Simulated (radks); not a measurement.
# Al¹¹⁺ in 2p2: an all-electron calculation

Wanted: eigenvalues, radial structure and energy terms of the aluminium ion Al11+.

The numbers are computed with radks (a radial shooting solver on a logarithmic mesh, Libxc functionals) version 1 (scalar-relativistic Kohn-Sham, PBE, spin-polarised, spherical densities, point nucleus; open shells are filled with parallel spins first), except any that are marked as measured or tabulated.

## 1. What is computed

| Property | Result |
| --- | --- |
| element | aluminium (Z = 13) |
| charge | +11 |
| electrons | 2 |
| configuration | 2p2 |

Outer shells as boxes (Hund's rule):

Al¹¹⁺
```
2p [↑ ][↑ ][  ]
```

## 2. The run

Input:

```text
Z 13
configuration 2p2 1s0 3p0 3d0
relativity scalar-relativistic
functional pbe,pbe
spin polarised
nucleus point
c 137.035999084
```

On the command line:

```bash
$ python run_ks.py task.json out
```

The same process makes all the runs of this session.

Q: Predict the outcome of this run.

**Answer**, as computed:

| quantity | value |
| --- | --- |
| total energy | -40.42205 hartree |
| exchange-correlation share of it | 6.81 % |
| −T/E | 1.0012 |
| highest occupied level | 2p up, -498.18 eV |
| most extended occupied level | 2p up, <r> = 0.394 bohr |
| radius at density 0.001 e/bohr³ | 1.19 bohr |
| maxima of the radial density | 1 |

What this shows: 1 principal shells are occupied and 1 maxima appear in the radial density. This is not the tabulated ground configuration, so its levels and sizes aren't those of the ground state, and no measured value stands beside it.
